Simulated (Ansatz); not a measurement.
I need an active-space calculation of CH2SZn, SMILES [CH2]1[S][Zn]1. Use the Python package of Ansatz (0.2.0). Level of theory: Hartree-Fock, def2-SVP basis, multiplicity 1.

```xyz
5

C    -0.1385   -0.2585    0.3576
S     0.8486    1.2693    0.3910
Zn   -0.7926    0.5446   -1.5148
H     0.1675   -0.8232   -0.5339
H    -0.0351   -0.8059    1.2587
```

The script, `cas_ch2szn.py`:
```python
# -*- coding: utf-8 -*-
"""Static correlation in CH2SZn: natural occupations of an active space."""

import ansatz as az

geometry_ang = [
    ("C", (-0.1385, -0.2585, 0.3576)),
    ("S", (0.8486, 1.2693, 0.391)),
    ("Zn", (-0.7926, 0.5446, -1.5148)),
    ("H", (0.1675, -0.8232, -0.5339)),
    ("H", (-0.0351, -0.8059, 1.2587)),
]
geometry = az.Crystal.molecule()
for symbol, xyz in geometry_ang:
    geometry = geometry.atom(symbol, xyz)

base = (
    geometry.calculation()
    .basis(gaussian="def2-SVP")
    .correlation(active_electrons=2, active_orbitals=3)
)
for method in [None]:
    data = (base if method is None else base.correlation(method)).run().report
    space = data["configurations"]
    state = space["states"][0]
    print(method or "casscf", f"total {data['free_energy_ev'] / 27.211386246:.6f} Ha, active-space state {state['energy']['hartree']:.6f} Ha, mean field {data['reference_energy_ev'] / 27.211386246:.6f} Ha")
    print("  determinants", state["n_determinants"], " natural occupations", [round(n, 3) for n in space["natural_occupations"]])
```

Output of `python cas_ch2szn.py`:
```text
casscf total -2213.868109 Ha, active-space state -2213.868109 Ha, mean field -2213.816684 Ha
  determinants 9  natural occupations [1.348, 0.65, 0.002]
```

Reading the output:
- The settings weren't tested for convergence.
- The geometry is a force-field or estimated start, not a minimum of this method, and the basis set is short of its limit. The active space starts as a window about the frontier orbitals and is then optimised, not chosen by chemistry.
- It ran for 4.8 s on 1 thread of Intel(R) Xeon(R) 6975P-C (Granite Rapids), with other jobs on the host, peak memory 0.22 GiB.

(A comment or docstring line of the script was reworded after the run, the code is as it ran; lines on the test bed's own set-up are left out of the output.)
